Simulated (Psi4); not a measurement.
# C2H7BO (SMILES CBOC) at MP3/cc-pVDZ

What is the vertical singlet–triplet gap of C2H7BO at MP3/cc-pVDZ? 

The results are computed with Psi4 1.11.

3 further runs of the same task are left out: 3 set aside as unsound or not needed.

### 1 The structure to begin with

C2H7BO has 11 atoms, charge 0, and is taken as a singlet. As SMILES, `CBOC`. The coordinates come from a PBE0-D4/def2-TZVP relaxation. This is one conformer, not always the lowest.

Bond lengths: C1–B2 1.560 Å, B2–O3 1.348 Å, O3–C4 1.411 Å, C1–H5 1.091 Å, C1–H6 1.096 Å, C1–H7 1.096 Å, B2–H8 1.208 Å, C4–H9 1.092 Å, C4–H10 1.094 Å, C4–H11 1.092 Å. Some angles: C1–B2–O3 119.6°, B2–O3–C4 122.3°, C1–B2–H8 122.0°, O3–B2–H8 118.4°, B2–C1–H5 113.4°, B2–C1–H6 110.3°, B2–C1–H7 110.1°, O3–C4–H9 109.0°, O3–C4–H10 111.4°, O3–C4–H11 109.1°.

### 2 The energy at MP3/cc-pVDZ

Contents of job.json:

```json
{
 "schema_name": "qcschema_input",
 "schema_version": 1,
 "molecule": {
  "schema_name": "qcschema_molecule",
  "schema_version": 2,
  "symbols": ["C", "B", "O", "C", "H", "H", "H", "H", "H", "H", "H"],
  "geometry": [-2.46836026, 2.53544554, -0.68918312, -0.82146395, 0.39060639, 0.48584859, 1.18410239, -0.50474585, -0.80351155, 2.74841768, -2.43717978, 0.15854802, -1.82547544, 3.13127619, -2.55604356, -4.44350201, 1.92997729, -0.82694415, -2.48631266, 4.18498748, 0.56294941, -1.28255712, -0.50682455, 2.53374479, 2.73329987, -4.03078582, -1.15292191, 2.10477696, -3.07288365, 2.01709367, 4.68047367, -1.72758762, 0.30934817],
  "molecular_charge": 0,
  "molecular_multiplicity": 1,
  "fix_symmetry": "c1",
  "fix_com": true,
  "fix_orientation": true
 },
 "driver": "energy",
 "model": {
  "method": "mp3",
  "basis": "cc-pVDZ"
 },
 "keywords": {
  "puream": true,
  "e_convergence": 1e-09,
  "d_convergence": 1e-08,
  "scf_type": "pk",
  "num_frozen_docc": 4,
  "mp_type": "conv"
 }
}
```

Launch:

```sh
$ psi4 --qcschema job.json -n 1 --memory 1600MB
```

stdout:

```text
[...]
  Running in c1 symmetry.
[...]
  Nuclear repulsion =  114.537292036454971
[...]
  Multiplicity = 1
[...]
  Nalpha       = 16
  Nbeta        = 16
[...]
    Number of basis functions: 91
[...]
   @RHF iter   1:  -179.29804441642901   -8.82960e-01   4.80029e-03 ADIIS/DIIS
[...]
   @RHF iter  11:  -179.41085863271644   -9.23706e-12   7.40024e-09 DIIS
[...]
    Orbital Energies [Eh]
    ---------------------
    Doubly Occupied:
       1A    -20.566252     2A    -11.284991     3A    -11.192118
       4A     -7.612178     5A     -1.377302     6A     -0.958798
       7A     -0.922093     8A     -0.717740     9A     -0.641387
      10A     -0.632500    11A     -0.581077    12A     -0.537646
      13A     -0.517616    14A     -0.502518    15A     -0.464646
      16A     -0.437564
[...]
  @RHF Final Energy:  -179.41085863271644
   => Energetics <=
    Nuclear Repulsion Energy =            114.5372920364549714
    One-Electron Energy =                -470.0034465436780806
    Two-Electron Energy =                 176.0552958745066690
    Total Energy =                       -179.4108586327164403
[...]
 Multipole Moments:
 ------------------------------------------------------------------------------------
     Multipole            Electronic (a.u.)      Nuclear  (a.u.)        Total (a.u.)
 ------------------------------------------------------------------------------------
 L = 1.  Multiply by 2.5417464519 to convert [e a0] to [Debye]
 Dipole X            :         -6.3085825            6.5265472            0.2179647
 Dipole Y            :          1.2523646           -1.5871810           -0.3348164
 Dipole Z            :          6.5368703           -6.2954336            0.2414367
 Magnitude           :                                                    0.4668000
[...]
	SCS-MP2 Total Energy (a.u.)        :  -179.97007546917914
	SOS-MP2 Total Energy (a.u.)        :  -179.97000191535574
[...]
	SOS-PI-MP2 Total Energy (a.u.)     :  -180.01301293709722
[...]
	MP2 Total Energy (a.u.)            :  -179.97022257682588
[...]
	SCS-MP3 Total Energy (a.u.)        :  -179.97978788732991
[...]
	MP3 Total Energy (a.u.)            :  -180.00907224942890
[...]
```

The result, in JSON:

```text
{
 "driver": "energy",
 "model": {
  "method": "mp3",
  "basis": "cc-pVDZ"
 },
 "success": true,
 "return_result": -180.0090722494289,
 "properties": {
  "calcinfo_nbasis": 91,
  "calcinfo_nmo": 91,
  "calcinfo_nalpha": 16,
  "calcinfo_nbeta": 16,
  "calcinfo_natom": 11,
  "nuclear_repulsion_energy": 114.53729203645497,
  "return_energy": -180.0090722494289,
  "scf_one_electron_energy": -470.0034465436781,
  "scf_two_electron_energy": 176.05529587450667,
  "scf_dipole_moment": [0.21796470934384704, -0.33481636333728293, 0.2414366586335417],
  "scf_total_energy": -179.41085863271644,
  "scf_iterations": 11,
  "mp2_same_spin_correlation_energy": -0.1292537266945891,
  "mp2_opposite_spin_correlation_energy": -0.4301102174148465,
  "mp2_singles_energy": 0.0,
  "mp2_doubles_energy": -0.5593639441094356,
  "mp2_correlation_energy": -0.5593639441094354,
  "mp2_total_energy": -179.97022257682588
 }
}
```

It took 9.3 s on 1 thread of Intel Xeon Platinum 8559C (Emerald Rapids), shared host; peak memory 0.67 GiB.

### 3 The triplet, same level

Contents of c2h7bo.xyz:

```xyz
11
C2H7BO
C     -1.306200     1.341700    -0.364700
B     -0.434700     0.206700     0.257100
O      0.626600    -0.267100    -0.425200
C      1.454400    -1.289700     0.083900
H     -0.966000     1.657000    -1.352600
H     -2.351400     1.021300    -0.437600
H     -1.315700     2.214600     0.297900
H     -0.678700    -0.268200     1.340800
H      1.446400    -2.133000    -0.610100
H      1.113800    -1.626100     1.067400
H      2.476800    -0.914200     0.163700
```

Contents of c2h7bo_ase.py:

```python
import numpy as np
from ase.calculators.psi4 import Psi4
from ase.io import read

atoms = read('c2h7bo.xyz')
calc = Psi4(atoms=atoms, method='mp3', basis='cc-pVDZ', memory='1600MB', num_threads=1, charge=0, multiplicity=3, label='c2h7bo', reference='uhf')
calc.psi4.set_options({'puream': True, 'e_convergence': 1e-09, 'd_convergence': 1e-08, 'scf_type': 'pk', 'num_frozen_docc': 4, 'maxiter': 100, 'mp_type': 'conv'})
atoms.calc = calc

print(f'energy: {atoms.get_potential_energy():.6f} eV')
```

Launch:

```sh
$ python c2h7bo_ase.py
```

c2h7bo.dat:

```text
[...]
  Running in c1 symmetry.
[...]
  Nuclear repulsion =  114.537292039722075
[...]
  Multiplicity = 3
[...]
  Nalpha       = 17
  Nbeta        = 15
[...]
    Number of basis functions: 91
[...]
   @UHF iter   1:  -179.03377906226771   -6.18694e-01   4.61758e-03 ADIIS/DIIS
[...]
   @UHF iter  22:  -179.15345963738139   -2.61480e-12   6.30493e-09 DIIS
[...]
   @S^2 Observed:                2.016664777E+00
[...]
    Orbital Energies [Eh]
    ---------------------
    Alpha Occupied:
       1A    -20.550602     2A    -11.284654     3A    -11.251911
       4A     -7.582973     5A     -1.374922     6A     -0.991261
       7A     -0.929302     8A     -0.753142     9A     -0.657817
      10A     -0.643504    11A     -0.624171    12A     -0.571037
      13A     -0.557923    14A     -0.524975    15A     -0.489486
      16A     -0.482777    17A     -0.174032
    Alpha Virtual:
      18A      0.196192    19A      0.200406    20A      0.237723
      21A      0.252547    22A      0.260853    23A      0.267892
      24A      0.286947    25A      0.299032    26A      0.384589
[...]
  @UHF Final Energy:  -179.15345963738139
   => Energetics <=
    Nuclear Repulsion Energy =            114.5372920397220753
    One-Electron Energy =                -469.7029801523924561
    Two-Electron Energy =                 176.0122284752890209
    Total Energy =                       -179.1534596373813883
  UHF NO Occupations:
  HONO-2 :   15  A 1.9949733
  HONO-1 :   16  A 1.0000000
[...]
 Multipole Moments:
 ------------------------------------------------------------------------------------
     Multipole            Electronic (a.u.)      Nuclear  (a.u.)        Total (a.u.)
 ------------------------------------------------------------------------------------
 L = 1.  Multiply by 2.5417464519 to convert [e a0] to [Debye]
 Dipole X            :          0.4258114           -0.4915270           -0.0657156
 Dipole Y            :         -0.0583623           -0.1065177           -0.1648800
 Dipole Z            :         -0.4986592            0.8568474            0.3581883
 Magnitude           :                                                    0.3997534
[...]
	SCS-MP2 Total Energy (a.u.)        :  -179.71020151063345
	SOS-MP2 Total Energy (a.u.)        :  -179.70756728240639
[...]
	SOS-PI-MP2 Total Energy (a.u.)     :  -179.75019094740830
[...]
	MP2 Total Energy (a.u.)            :  -179.71546996708764
[...]
	SCS-MP3 Total Energy (a.u.)        :  -179.71954394071207
[...]
	MP3 Total Energy (a.u.)            :  -179.75283968740217
[...]
```

On the terminal:

```text
energy: -4891.323910 eV
```

Run time: 21 s. Hardware: 1 thread of Intel Xeon Platinum 8559C (Emerald Rapids), shared host; peak memory 0.75 GiB.

### 4 What came out

Level: MP3/cc-pVDZ, 4 core orbitals frozen.

| quantity | value |
| --- | --- |
| singlet: total energy | -180.00907 Eh |
| singlet: HOMO energy (Hartree–Fock orbitals) | -11.91 eV |
| singlet: LUMO energy (Hartree–Fock orbitals) | 4.23 eV |
| singlet: HOMO–LUMO gap (Hartree–Fock orbitals) | 16.13 eV |
| singlet: correlation energy (4 core orbitals frozen) | -598.2 mEh |
| triplet: total energy | -179.75284 Eh |
| triplet: HOMO energy (Hartree–Fock orbitals) (highest over α and β) | -4.74 eV |
| triplet: LUMO energy (Hartree–Fock orbitals) (lowest over α and β) | -2.20 eV |
| triplet: correlation energy (4 core orbitals frozen) | -599.4 mEh |
| triplet: ⟨S²⟩ of the reference determinant | 2.017 |
| vertical energy of the triplet above the singlet | 6.972 eV |

**Reading.** At this shape the triplet lies 6.97 eV (673 kJ/mol) above the singlet.
